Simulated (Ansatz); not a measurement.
Run this with the Python package of Ansatz (0.2.0) and show what comes out.

`ch6asb.xyz`
```text
9

C    -1.27240    0.33690    0.32740
B     0.00690   -0.56530    0.06950
As    1.87950    0.22590    0.24260
H    -1.89310    0.36680   -0.59150
H    -0.96200    1.36810    0.59430
H    -1.86600   -0.09480    1.15920
H    -0.12500   -1.69990   -0.23150
H     2.52400   -0.99160   -0.49730
H     1.70810    1.05380   -1.07280
```

Script `ch6asb_energy.py`:
```python
import argparse
import sys

import ansatz as az

parser = argparse.ArgumentParser(description='Single point of CH6AsB.')
parser.add_argument('--basis', default='6-31G*', help='basis')
parser.add_argument('--functional', required=True, help='exchange-correlation functional')
args = parser.parse_args()


def main() -> None:
    geometry = az.Crystal.molecule_from_extxyz('ch6asb.xyz')

    model = geometry.calculation().basis(gaussian=args.basis).functional(args.functional)
    try:
        rep = model.run(threads=1).report
    except az.AnsatzError as error:
        sys.exit(f'{type(error).__name__}: {error}')

    print(f'E = {rep["free_energy_ev"]:.6f} eV = {rep["free_energy_ev"] / 27.211386246:.7f} Ha')
    print('converged:', rep['converged'], ' doubts:', rep['published_state_doubts'] or 'none')

    field = rep['mean_field']
    print('<S^2> =', round(abs(field['state']['spin_squared']), 4), ' relativity:', field['relativity'])
    print('passes:', field['passes'])
    if 'symmetry' in field:
        print('occupied orbitals by irrep:', field['symmetry']['occupied'])


if __name__ == '__main__':
    main()
```

```console
$ python ch6asb_energy.py --functional r2scan
E = -62642.354396 eV = -2302.0640635 Ha
converged: True  doubts: none
<S^2> = 0.0  relativity: none
passes: {'evaluations': 15, 'products': 11}
occupied orbitals by irrep: [{'A': 25}, {'A': 25}]
```

Reading the output:
- Total energies depend on the basis set; only differences at equal settings carry meaning.
- The geometry is a force-field or estimated start, not a minimum of this method, and the basis set is short of its limit.
- It ran for 3.3 s on 1 thread of Arm Neoverse V2 (shared host), peak memory 0.19 GiB.

(A comment or docstring line of the script was reworded after the run, the code is as it ran; lines on the test bed's own set-up are left out of the output.)
